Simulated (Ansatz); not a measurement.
**C3H7BF2O: up Jacob's ladder to CCSD(T)**

One table from this session's results is given with a row withheld; the runs are named, their logs left out.

Computed with Ansatz 0.2.0, Gaussian basis. Level: functionals in def2-TZVPP, the program's frozen cores in correlated methods.

Levels to be run: LDA (SPW92), PBE-D4, revPBE-D4, BLYP-D4, r2SCAN-D4, B97M-V, PBE0-D4, B3LYP-D4, r2SCANh-D4, r2SCAN0-D4, HSE06-D4, BHLYP-D4, CAM-B3LYP-D4, LC-ωPBE, ωB97X-V, ωB97M-V, B2PLYP, PBE-QIDH; CCSD(T)/def2-SVP; MP2/def2-TZVPP; MP2/def2-QZVPP; RPA on PBE.

**Structure used throughout**

An earlier PBE0-D4 in a triple-zeta def2 set relaxation fixed the geometry.

14 atoms, charge 0, spin multiplicity 1.

Atoms are counted from 1 here; the program's logs count them from 0.

Bond lengths: C1–C2 1.512 Å, C1–H8 1.092 Å, C1–H9 1.092 Å, C1–H10 1.092 Å, C2–C3 1.512 Å, C2–O4 1.434 Å, C2–H11 1.095 Å, C3–H12 1.092 Å, C3–H13 1.092 Å, C3–H14 1.092 Å, O4–B5 1.336 Å, B5–F6 1.322 Å, B5–F7 1.330 Å. Angles: C2–C1–H8 110.3°, C2–C1–H9 110.3°, C2–C1–H10 110.9°, H8–C1–H9 108.5°, H8–C1–H10 108.3°, H9–C1–H10 108.5°, C1–C2–C3 112.9°, C1–C2–O4 108.1°, C1–C2–H11 109.5°, C3–C2–O4 108.0°, C3–C2–H11 109.5°, O4–C2–H11 108.7°, C2–C3–H12 110.3°, C2–C3–H13 110.3°, C2–C3–H14 110.9°, H12–C3–H13 108.5°, H12–C3–H14 108.5°, H13–C3–H14 108.3° and more.

Set-up of the first run:

Contents of in.yaml:

```yaml
crystal:
  periodic: [false, false, false]
  atoms:
    - {symbol: C, position_ang: [-1.375291, -0.614398, -0.503880]}
    - {symbol: C, position_ang: [-0.120491, -0.163992, 0.209000]}
    - {symbol: C, position_ang: [0.912015, -1.261405, 0.331996]}
    - {symbol: O, position_ang: [0.459179, 0.909026, -0.546158]}
    - {symbol: B, position_ang: [0.622657, 2.141685, -0.057307]}
    - {symbol: F, position_ang: [1.165207, 3.074460, -0.821259]}
    - {symbol: F, position_ang: [0.264862, 2.490360, 1.174940]}
    - {symbol: H, position_ang: [-1.845346, -1.435978, 0.040616]}
    - {symbol: H, position_ang: [-1.135394, -0.958554, -1.512426]}
    - {symbol: H, position_ang: [-2.095189, 0.202579, -0.579728]}
    - {symbol: H, position_ang: [-0.379229, 0.208783, 1.205429]}
    - {symbol: H, position_ang: [1.203212, -1.620528, -0.657648]}
    - {symbol: H, position_ang: [0.505762, -2.100801, 0.900149]}
    - {symbol: H, position_ang: [1.805246, -0.900537, 0.845175]}
basis:
  gaussian: {orbitals: def2-TZVPP}
hamiltonian: {xc: lda}
output: {orbitals: {seedname: orbitals}}
```

Started as:

```sh
$ ansatz run in.yaml --threads 4 --pin off --events-out ev --progress --plain --max-ram 11315MiB
```

Steps of the session up to this table: LDA; PBE-D4 (GGA); revPBE-D4 (GGA); BLYP-D4 (GGA); r2SCAN-D4 (meta-GGA); B97M-V (meta-GGA); PBE0-D4 (hybrid); B3LYP-D4 (hybrid); r2SCANh-D4 (hybrid); r2SCAN0-D4 (hybrid); HSE06-D4 (hybrid); BHLYP-D4 (hybrid); CAM-B3LYP-D4 (range-separated); LC-ωPBE (range-separated); ωB97X-V (range-separated); ωB97M-V (range-separated); B2PLYP (double hybrid); PBE-QIDH (double hybrid).

One of the session's tables, all rows but one given; the rest of the session is left out.

It belongs to the step «Orbital energies across the functionals». 

| functional | HOMO (eV) | LUMO (eV) | gap (eV) |
| --- | --- | --- | --- |
| LDA (SPW92) | -7.82 | -0.25 | 7.57 |
| PBE-D4 | -7.62 | -0.08 | 7.54 |
| revPBE-D4 | -7.54 | 0.01 | 7.55 |
| BLYP-D4 | ? | ? | ? |
| r2SCAN-D4 | -7.94 | 0.61 | 8.55 |
| B97M-V | -8.07 | 0.09 | 8.17 |
| PBE0-D4 | -9.17 | 0.71 | 9.88 |
| B3LYP-D4 | -8.93 | 0.36 | 9.30 |
| r2SCANh-D4 | -8.52 | 0.84 | 9.36 |
| r2SCAN0-D4 | -9.39 | 1.15 | 10.54 |
| HSE06-D4 | -8.76 | 0.34 | 9.11 |
| BHLYP-D4 | -10.65 | 1.25 | 11.89 |
| CAM-B3LYP-D4 | -10.64 | 1.40 | 12.04 |
| LC-ωPBE | -11.98 | 2.70 | 14.68 |
| ωB97X-V | -11.62 | 2.48 | 14.10 |
| ωB97M-V | -11.54 | 1.99 | 13.52 |

Q: Estimate the row for BLYP-D4 from the others.

Worked estimate for «HOMO (eV)». Against the share of exact exchange, B3LYP-D4 (0.2, -8.93), BHLYP-D4 (0.5, -10.65) give a slope of -5.73 per unit share; at 0 the line stands at -7.78.

The run gave: HOMO (eV): -7.53; LUMO (eV): -0.10; gap (eV): 7.43. In «HOMO (eV)» the line misses by -0.25.
